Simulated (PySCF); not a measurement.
# B2H6Se2: the cost of one run

The runs use PySCF 2.14.0, with density-fitted response routines of our own; the level of theory stands in each step. All values are computed, except where a source is named. Atoms are numbered from 0 throughout.

3 further runs of the same task are left out: 3 for a faulty analytic Hessian.

### 1 The molecule as given

10 atoms, charge -2, multiplicity 1; geometry from: GFN2-xTB.

Bonds of the start (Å): B0–Se1 2.14, Se1–Se2 2.37, Se2–B3 2.14, B0–H4 1.20, B0–H5 1.21, B0–H6 1.20, B3–H7 1.20, B3–H8 1.21, B3–H9 1.20.

### 2 Geometry optimisation at PBE0-D3(BJ)/def2-SVP

The job: settings as JSON, then the geometry in Å.

```
{"job": {"xc": "PBE0", "basis": "def2-SVP", "d3": "d3bj", "grid": 1, "kind": "geom"}, "charge": -2, "multiplicity": 1}
B      2.381940    -0.944420     0.629450
Se     0.803300    -0.503100    -0.743400
Se    -0.822670     0.779930     0.409920
B     -2.275480    -0.574350     1.200230
H      2.880470     0.094110     0.977860
H      3.153100    -1.603270    -0.035780
H      1.929570    -1.580820     1.541660
H     -2.758440    -1.188130     0.285140
H     -3.089550     0.161540     1.717930
H     -1.740170    -1.279740     2.012330
```

**Question.** How long does this first job take on 4 threads of Intel Xeon 6975P-C (Granite Rapids), shared host?

About 23 s.
